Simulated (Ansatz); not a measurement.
**GaH3O2 (SMILES [OH][GaH][OH]): single points off equilibrium**

An exercise on one series of results from a longer session: the logs are not shown, and one member is left open.

Computed with Ansatz 0.2.0, Gaussian basis. Level: single points in def2-TZVPP.

Cores are frozen in the correlated methods. Filled d shells of the heavier atoms are correlated.

## Starting geometry

SMILES `[OH][GaH][OH]`, 6 atoms, charge 0, spin multiplicity 1.

Atoms are counted from 1 here; the program's logs count them from 0.

Bond lengths: O1–Ga2 1.733 Å, O1–H4 0.925 Å, Ga2–O3 1.725 Å, Ga2–H5 1.558 Å, O3–H6 0.911 Å. Angles: Ga2–O1–H4 131.0°, O1–Ga2–O3 118.0°, O1–Ga2–H5 127.2°, O3–Ga2–H5 114.6°, Ga2–O3–H6 135.4°.

Geometry (Å):

```mol
GaH3O2
  3D, bonds by distance, orders not assigned

  6  5  0  0  0  0  0  0  0  0999 V2000
   -0.7019   -1.2847   -0.0015 O   0  0
   -0.0965    0.3106   -0.3068 Ga  0  0
    1.1580    0.9110    0.7140 O   0  0
   -1.3338   -1.7898   -0.4506 H   0  0
   -0.6166    1.3305   -1.3640 H   0  0
    1.6232    0.5885    1.4281 H   0  0
  1  2  8  0
  1  4  8  0
  2  3  8  0
  2  5  8  0
  3  6  8  0
M  END
```

Set-up of the first run:

run/in.yaml

```yaml
crystal:
  periodic: [false, false, false]
  atoms:
    - {symbol: O, position_ang: [-0.701900, -1.284700, -0.001500]}
    - {symbol: Ga, position_ang: [-0.096500, 0.310600, -0.306800]}
    - {symbol: O, position_ang: [1.158000, 0.911000, 0.714000]}
    - {symbol: H, position_ang: [-1.333800, -1.789800, -0.450600]}
    - {symbol: H, position_ang: [-0.616600, 1.330500, -1.364000]}
    - {symbol: H, position_ang: [1.623200, 0.588500, 1.428100]}
basis:
  gaussian: {orbitals: def2-TZVPP}
correlation: {method: ccsd_t}
output: {forces: true}
```

No record of the launch command was kept for these runs.

Among the steps run: CCSD(T)/def2-TZVPP; PBE0-D4/def2-TZVPP; wB97M-V/def2-TZVPP; r2SCAN-D4/def2-TZVPP; PBE-D4/def2-TZVPP; SPW92/def2-TZVPP; BLYP-D4/def2-TZVPP.

One table of the session follows, with a row left open; its other results are not shown here.

```
   method  RMS force component (eV/Å)  angle to CCSD(T) forces (°)  dipole (D)
  CCSD(T)                       1.076                    reference        1.22
  PBE0-D4                           ?                            ?           ?
  wB97M-V                       1.076                          2.0        1.23
r2SCAN-D4                       1.110                          2.8        1.19
   PBE-D4                       1.300                          3.6        1.15
    SPW92                       1.369                         15.1        1.17
  BLYP-D4                       1.332                          6.0        1.15
```

**Question.** Estimate the row for PBE0-D4.

**Answer.** RMS force component (eV/Å): 1.050; angle to CCSD(T) forces (°): 1.8; dipole (D): 1.21. In the column «RMS force component (eV/Å)» it is the lowest.
